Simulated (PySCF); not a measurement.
# C3H10O2SSi: the cost of one run

Computed with PySCF 2.14.0, with density-fitted response routines of our own, on a single molecule, in the gas phase or a continuum. Atoms count from 0, in the outputs and in this text.

## Step 1: The starting structure

17 atoms, charge 0, multiplicity 1; geometry from: GFN2-xTB. The atoms were then displaced at random by about 0.01 Å, so the start is not that level's minimum.

Bonds of the start (Å): C0–O1 1.39, O1–Si2 1.60, Si2–O3 1.67, O3–C4 1.38, Si2–S5 2.14, S5–C6 1.81, C0–H7 1.09, C0–H8 1.11, C0–H9 1.12, Si2–H10 1.43, C4–H11 1.09, C4–H12 1.07, C4–H13 1.09, C6–H14 1.08, C6–H15 1.09, C6–H16 1.08.

## Step 2: Optimising the geometry at PBE0-D3(BJ)/def2-SVP

The job: settings as JSON, then the geometry in Å.

```
{"job": {"xc": "PBE0", "basis": "def2-SVP", "d3": "d3bj", "grid": 1, "shake": 0.01, "kind": "geom"}, "charge": 0, "multiplicity": 1}
C     -0.423720     2.357040     0.443240
O     -0.436230     1.302720    -0.463560
Si     0.253340    -0.140490    -0.376350
O      1.819560     0.040260     0.162290
C      2.700740    -0.957930     0.530930
S     -0.743970    -1.485960     0.961450
C     -2.437530    -1.266200     0.374010
H      0.586650     2.649240     0.733880
H     -1.027050     2.139300     1.349790
H     -0.907270     3.227940    -0.059350
H      0.119350    -0.591670    -1.729600
H      2.231380    -1.705500     1.174510
H      3.089270    -1.424050    -0.355420
H      3.488750    -0.463460     1.105390
H     -2.719360    -0.225260     0.430540
H     -3.087930    -1.838440     1.029220
H     -2.522490    -1.605710    -0.651340
```

Command:

```sh
> OMP_NUM_THREADS=1 python probes_run.py task.json out
```

This one command runs all jobs of the session in turn.

Q: Estimate the wall time and peak memory of this first job on 1 thread of Intel Xeon Platinum 8488C, shared host.

About 1.8 min, with a peak of 0.64 GiB.
